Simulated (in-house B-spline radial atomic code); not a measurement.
# Pb⁷⁺: ionisation energy by several methods

One table from this session's results is given with a row withheld; the runs are named, their logs left out.

Method: non-relativistic, several functionals, spin-polarised, exact exchange averaged over the configuration; spherical all-electron atom at the radial basis limit. Code: in-house B-spline radial atomic code version 1.

## Starting point

| Quantity | Value |
| --- | --- |
| element | lead (Z = 82) |
| charge | +7 |
| electrons | 75 |
| configuration | [Xe] 4f14 5d7 |
| nucleus | point |

Outer shells as boxes (Hund's rule):

[Xe] 4f14 5d7
```
[Xe] core
4f [↑↓][↑↓][↑↓][↑↓][↑↓][↑↓][↑↓]
5d [↑↓][↑↓][↑ ][↑ ][↑ ]
```

Where spins are not typed, each open shell is filled with up spins first.

The first run:

The run's settings:

```ini
Z = 82
electrons = 75.0
configuration = [Xe] 4f14 5d7
hamiltonian = nr
method = hse06
spin_polarised = True
exact_exchange = averaged over the configuration
```

On the command line:

```bash
$ python run_scf.py task.json out
```

The settings of every run stand in task.json; they run in order.

Among the steps run: HSE06, a range-separated hybrid; r2SCAN0, a global hybrid; M06-2X, a global hybrid; TPSSh, a global hybrid; ωB97X, a range-separated hybrid; LC-ωPBE, a range-separated hybrid.

One table of the session follows, with a row left open; its other results are not shown here.

```
 method  ΔSCF (eV)
r2SCAN0     122.40
 M06-2X     123.23
  TPSSh     122.43
  HSE06     122.42
  ωB97X     122.28
LC-ωPBE          ?
```

Estimate the missing values for LC-ωPBE.

The run gave: ΔSCF (eV): 122.46. In the column «ΔSCF (eV)» it lies between TPSSh (122.43) and M06-2X (123.23).

Limits of these values: These runs leave out relativity, which matters at this nuclear charge.
